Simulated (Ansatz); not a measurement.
Predict the output of the script below (the Python package of Ansatz (0.2.0)).

Input file `ch4ges.xyz`:
```text
7

C    -0.79950    0.63750   -0.22990
S     0.00010   -0.09500    1.16460
Ge    1.42500   -1.17010   -0.14190
H    -1.20070   -0.08710   -0.90960
H    -0.13820    1.31160   -0.83070
H    -1.67310    1.33390    0.13890
H     2.44760   -1.99890    0.76300
```

`ch4ges.py`:
```python
import itertools

import ansatz as az
from ase.data import atomic_numbers, covalent_radii
import numpy as np

molecule = az.Crystal.molecule_from_extxyz("ch4ges.xyz")

setup = molecule.calculation().basis(gaussian="def2-SVP").functional("r2SCAN").accuracy("medium")
symbols = [site.symbol for site in molecule.cartesian_sites]
start = np.array([site.position_ang for site in molecule.cartesian_sites], dtype=float)
r = setup.relax(force_tolerance=0.01).run(threads=1, backend="cpu").report
end = np.array(r["positions_ang"])

minimum = az.Crystal.molecule()
for symbol, place in zip(symbols, end):
    minimum = minimum.atom(symbol, place.tolist())
ion = (
    minimum.calculation()
    .basis(gaussian="def2-SVP")
    .functional("r2SCAN")
    .accuracy("medium")
    .charge(1)
    .spin("collinear", total=1)
)
vertical = ion.run(threads=1, backend="cpu").report
settled = ion.relax(force_tolerance=0.01, max_steps=80).run(threads=1, backend="cpu").report
print(f"vertical ionisation energy   {vertical['free_energy_ev'] - r['free_energy_ev']:.3f} eV")
print(f"adiabatic, no zero point     {settled['free_energy_ev'] - r['free_energy_ev']:.3f} eV")
print(f"relaxation energy of the ion {vertical['free_energy_ev'] - settled['free_energy_ev']:.3f} eV")
ionised = np.array(settled["positions_ang"])
radius = [covalent_radii[atomic_numbers[s]] for s in symbols]
span = lambda where, i, j: np.linalg.norm(where[i] - where[j])
bonded = [(i, j) for i, j in itertools.combinations(range(len(symbols)), 2) if min(span(end, i, j), span(ionised, i, j)) < 1.2 * (radius[i] + radius[j])]
print("pair        before    after (A)")
for i, j in bonded:
    print(f"{symbols[i]}{i}-{symbols[j]}{j}".ljust(10), f"{span(end, i, j):8.4f} {span(ionised, i, j):8.4f}")
```

Running `python ch4ges.py` prints:
```text
vertical ionisation energy   8.887 eV
adiabatic, no zero point     8.514 eV
relaxation energy of the ion 0.373 eV
pair        before    after (A)
C0-S1        1.8289   1.8322
C0-H3        1.0998   1.0967
C0-H4        1.0994   1.0986
C0-H5        1.0994   1.0986
S1-Ge2       2.2039   2.1265
Ge2-H6       1.5929   1.5585
```

Caveats:
- The settings weren't tested for convergence.
- The energies are electronic: no zero-point or thermal terms, and the basis set is short of its limit. The product may relax into another structure. Each relaxation finds its nearest minimum, which needn't be the lowest.
- Wall time of the script: 4 min on 1 thread of Arm Neoverse V2 (shared host), peak memory 0.29 GiB.
